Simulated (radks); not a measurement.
**Nd²⁺ in [Xe] 4f4: an all-electron calculation**

What are the levels of the neodymium ion Nd2+, how large are its shells, and how does its energy divide?

Method: Dirac Kohn-Sham, OLYP, spin-unpolarised, spherical densities, finite nucleus; open shells fill j = l - 1/2 first. Code: radks (a radial shooting solver on a logarithmic mesh, Libxc functionals) version 1.

### 1 The system

```
element            : neodymium (Z = 60)
charge             : +2
electrons          : 58
configuration      : [Xe] 4f4
nuclear rms radius : 4.9123 fm
```

### 2 The calculation

The run's settings:

```text
Z 60
configuration [Xe] 4f4 6s0 5d0 6p0 5f0
relativity Dirac
functional optx,lyp
spin unpolarised
j_filling energy
nucleus finite rms 4.9123 fm
c 137.035999084
```

**Question.** What will this run give?

The runs gave:

```
                        quantity                   value
                    total energy      -9632.3478 hartree
exchange-correlation share of it                  2.35 %
                            −T/E                  1.0783
          highest occupied level       4f5/2, -14.878 eV
    most extended occupied level  5p3/2, <r> = 1.74 bohr
 radius at density 0.001 e/bohr³               3.60 bohr
    maxima of the radial density                       4
         ionisation energy, NIST    22.09 (semi-emp.) eV
```

What this shows: 5 principal shells are occupied and 4 maxima appear in the radial density; where shells overlap, one shows as a shoulder or not at all. Relativity lifts −T/E to 1.078. The top level binds by 14.878 eV, 67 % of the NIST ionisation energy of 22.09 eV; the potential of a semilocal functional falls off too fast, so its top eigenvalue is too shallow. Spin polarisation and multiplet splitting are left out.
